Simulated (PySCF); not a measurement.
# H6O6Re ([Re(OH)6]-): the cost of one run

Programs: PySCF 2.14.0, with routines of our own; each step states its level. All values are computed. Atoms count from 0.

## 1. The system as given

13 atoms, charge -1, states of the metal's open shell are computed; geometry from: model geometry, bond lengths from ionic radii.

## 2. Ligand-field states: state-averaged CASSCF in water

Job settings and geometry (Å):

```
{"job": {"kind": "lf", "basis": {"metal": "x2c-TZVPall", "ligand": "x2c-SVPall"}, "nevpt": true, "solvent": "water"}, "charge": -1, "metal": "Re", "open_shell": "d2"}
Re     0.000000     0.000000     0.000000
O      0.000000     0.000000     1.910000
H      0.800000     0.000000     2.450000
O      0.000000     0.000000    -1.910000
H     -0.800000     0.000000    -2.450000
O      1.910000     0.000000     0.000000
H      2.450000     0.800000     0.000000
O     -1.910000     0.000000     0.000000
H     -2.450000    -0.800000     0.000000
O      0.000000     1.910000     0.000000
H      0.000000     2.450000     0.800000
O     -0.000000    -1.910000     0.000000
H     -0.000000    -2.450000    -0.800000
```

With the program's defaults for keys left out, this is: state-averaged CASSCF of the metal d shell, SC-NEVPT2 on the averaged canonical orbitals, state-interaction spin-orbit coupling.

Run with:

```
$ OMP_NUM_THREADS=1 python lf_run.py task.json out
```

The driver reads the jobs from task.json and runs them one after another.

**Question.** How long does this first job take on 1 thread of Arm Neoverse V1, shared host, and how much memory does it need?

About 33 s, with a peak of 0.58 GiB.
